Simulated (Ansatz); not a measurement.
# FH₃SSi₂: small, medium and large basis sets

The task here is to estimate one member of a computed series from the others.

The runs use Ansatz 0.2.0, Gaussian basis; one geometry, several basis sets.

Levels to be run: PBE0-D4/def2-SVP; ωB97M-V/def2-SVP; PBE0-D4/def2-QZVPP; ωB97M-V/def2-QZVPP; the functionals' def2-TZVPP values are taken from earlier runs.

## Structure used throughout

An earlier PBE0-D4 in a triple-zeta def2 set relaxation fixed the geometry.

SMILES `F[SiH]1[SiH2]S1`, 7 atoms, charge 0, spin multiplicity 1.

Atoms are counted from 1 here; the program's logs count them from 0.

Bond lengths: F1–Si2 1.595 Å, Si2–Si3 2.236 Å, Si2–S4 2.119 Å, Si2–H5 1.476 Å, Si3–S4 2.174 Å, Si3–H6 1.481 Å, Si3–H7 1.482 Å. Angles: F1–Si2–Si3 121.7°, F1–Si2–S4 116.4°, F1–Si2–H5 106.7°, Si3–Si2–S4 59.8°, Si3–Si2–H5 127.5°, S4–Si2–H5 116.5°, Si2–Si3–S4 57.4°, Si2–Si3–H6 121.7°, Si2–Si3–H7 124.1°, S4–Si3–H6 114.2°, S4–Si3–H7 114.6°, H6–Si3–H7 111.7°, Si2–S4–Si3 62.8°.

Set-up of the first run:

Contents of in.yaml:

```yaml
crystal:
  periodic: [false, false, false]
  atoms:
    - {symbol: F, position_ang: [-2.321868, 0.289562, 0.255807]}
    - {symbol: Si, position_ang: [-0.916891, 0.319915, -0.498824]}
    - {symbol: Si, position_ang: [1.000836, -0.112529, 0.567285]}
    - {symbol: S, position_ang: [0.051808, -1.545576, -0.764186]}
    - {symbol: H, position_ang: [-1.104910, 1.141498, -1.710147]}
    - {symbol: H, position_ang: [1.023429, -0.526350, 1.989458]}
    - {symbol: H, position_ang: [2.328796, 0.365479, 0.114808]}
basis:
  gaussian: {orbitals: def2-SVP}
hamiltonian: {xc: pbe0, dispersion: d4}
output: {orbitals: {seedname: orbitals}}
```

The run is started by

```
$ ansatz run in.yaml --threads 2 --pin off --events-out ev --progress --plain --max-ram 4352MiB
```

Steps of the session up to this table: PBE0-D4 in def2-SVP; ωB97M-V in def2-SVP; PBE0-D4 in def2-QZVPP; ωB97M-V in def2-QZVPP.

One table of the session follows, with a row left open; its other results are not shown here.

It belongs to the step «Density functionals: the series». 

| functional | basis | HOMO (eV) |
| --- | --- | --- |
| PBE0-D4 | def2-SVP | -7.47 |
| PBE0-D4 | def2-TZVPP | -7.44 |
| PBE0-D4 | def2-QZVPP | -7.46 |
| ωB97M-V | def2-SVP | -9.39 |
| ωB97M-V | def2-TZVPP | ? |
| ωB97M-V | def2-QZVPP | -9.43 |

Estimate the missing values for ωB97M-V, def2-TZVPP.

As computed: HOMO (eV): -9.40. In the column «HOMO (eV)» it lies between ωB97M-V, def2-QZVPP (-9.43) and ωB97M-V, def2-SVP (-9.39).
